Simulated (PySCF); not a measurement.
**The bond of KN−, level by level**

One job finds the state of KN−, follows it along the bond with each method and fits the curves.

Program: PySCF 2.14.0. Level of theory: K def2-SVPD, N def2-SVPD, no relativity. These are calculated values, not measurements.

4 further runs of the same task are left out: 4 set aside as unsound or not needed.

## 1. Set-up

The job is set up so:

```
atoms                         : K, N
charge                        : -1
basis                         : K def2-SVPD, N def2-SVPD
Hamiltonian                   : no relativity
basis functions               : 47
electrons treated             : 27
masses in u                   : 38.9637, 14.0031
levels                        : PBE0, PBE, r²SCAN, M06, BP86, PW91, MP2, SCS-MP2, CCSD, CCSD(T)
grid                          : 80 radial by 434 angular points
occupations                   : held fixed by the projection of orbital angular momentum
dissociation limit            : K− + N, each in its ground configuration
starting distance in angstrom : 2.700
values of 2S to try           : 1, 3
```

Run with:

```console
$ OMP_NUM_THREADS=1 python dia.py task.json out
```

After this run come: PBE0 along the bond; PBE (GGA); r²SCAN (meta-GGA); M06; BP86 (GGA); PW91 (GGA); Correlated methods on the Hartree–Fock reference.

**Question.** What will these runs give? Wanted: for each run, Re; ωe; De; μ.

The runs gave:

Lowest PBE0 solution found, without spin–orbit coupling: ⁴Σ⁻ (quartet), unpaired electrons σ ↑, π ↑↑.

| level | Re (Å) | ωe (cm⁻¹) | De (eV) | μ (D) |
| --- | --- | --- | --- | --- |
| ROHF-MP2 | 2.692 | 284.6 | 0.396 | n/a |
| ROHF-SCS-MP2 | 2.702 | 280.1 | 0.381 | n/a |
| ROHF-CCSD | 2.718 | 265.2 | 0.236 | n/a |
| ROHF-CCSD(T) | 2.729 | 257.4 | 0.305 | n/a |
| PBE | 2.721 | 239.7 | 1.22 | 3.43 |
| PW91 | 2.709 | 244.1 | 1.25 | 3.16 |
| BP86 | 2.724 | 237.4 | 1.22 | 3.30 |
| r²SCAN | 2.733 | 233.3 | 0.97 | 3.81 |
| PBE0 | 2.695 | 251.7 | 0.90 | 3.02 |
| M06 | 2.691 | 251.2 | 0.95 | 4.18 |

De is counted to K− + N in their ground configurations. A positive dipole points from K to N; in an ion it is taken about the centre of mass and does not tell which atom is negative.

**Reading.** Bond lengths run from 2.691 Å (M06) to 2.733 Å (r²SCAN). Among the levels with a De in the table, it runs from 0.236 eV (ROHF-CCSD) to 1.25 eV (PW91).

Correlated steps freeze 6 core orbitals. T1 is 0.036 near the minimum (highest on the curve 0.058), which may point to more than one leading configuration. With some functionals the highest level of the anion is positive, from self-interaction error or because the anion is truly unbound there; the finite basis then holds the extra electron, and no neutral molecule was run to test the binding.
